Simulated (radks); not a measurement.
# Ionising lanthanum step by step, La³⁸⁺ to La⁵⁶⁺

One table from this session's results is given with a row withheld; the runs are named, their logs left out.

Method: scalar-relativistic Kohn-Sham, r2SCAN, spin-polarised, spherical densities, finite nucleus; open shells are filled with parallel spins first. Code: radks (a radial shooting solver on a logarithmic mesh, Libxc functionals) version 1.

## Starting point

```
element             : lanthanum (Z = 57)
charges             : 38 to 56
first configuration : [Ar] 3d1
last configuration  : 1s1
```

The outer shells:

La³⁸⁺
```
[Ar] core
3d [↑ ][  ][  ][  ][  ]
```

La⁵⁶⁺
```
1s [↑ ]
```

Set-up of the first run:

Input:

```text
Z 57
configuration [Ar] 3d1 4s0 4p0
relativity scalar-relativistic
functional r2scan,r2scan
spin polarised
nucleus finite rms 4.855 fm
c 137.035999084
```

Steps of the session up to this table: La³⁸⁺, [Ar] 3d1.

One table of the session follows, with a row left open; its other results are not shown here.

It belongs to the step «La³⁸⁺, [Ar] 3d1». Radial moments (bohr):

| level | <r> | outermost maximum (interpolated) | 90 % within | nodes |
| --- | --- | --- | --- | --- |
| 3p up | 0.2573 | 0.240 | 0.381 | 1 |
| 3p down | ? | ? | ? | ? |
| 3d up | 0.2284 | 0.192 | 0.349 | 0 |
| 3d down | 0.2288 | 0.193 | 0.350 | 0 |
| 4s up | 0.5057 | 0.505 | 0.713 | 3 |
| 4s down | 0.5058 | 0.505 | 0.714 | 3 |
| 4p up | 0.5081 | 0.508 | 0.723 | 2 |
| 4p down | 0.5083 | 0.508 | 0.724 | 2 |

Q: Estimate the row for 3p down from the others.

**Answer.** <r>: 0.2577; outermost maximum (interpolated): 0.240; 90 % within: 0.382; nodes: 1. In the column «<r>» it lies between 3p up (0.2573) and 4s up (0.5057).

Limits of these values: Open shells are spherical and high-spin; term and fine-structure splittings are not resolved.
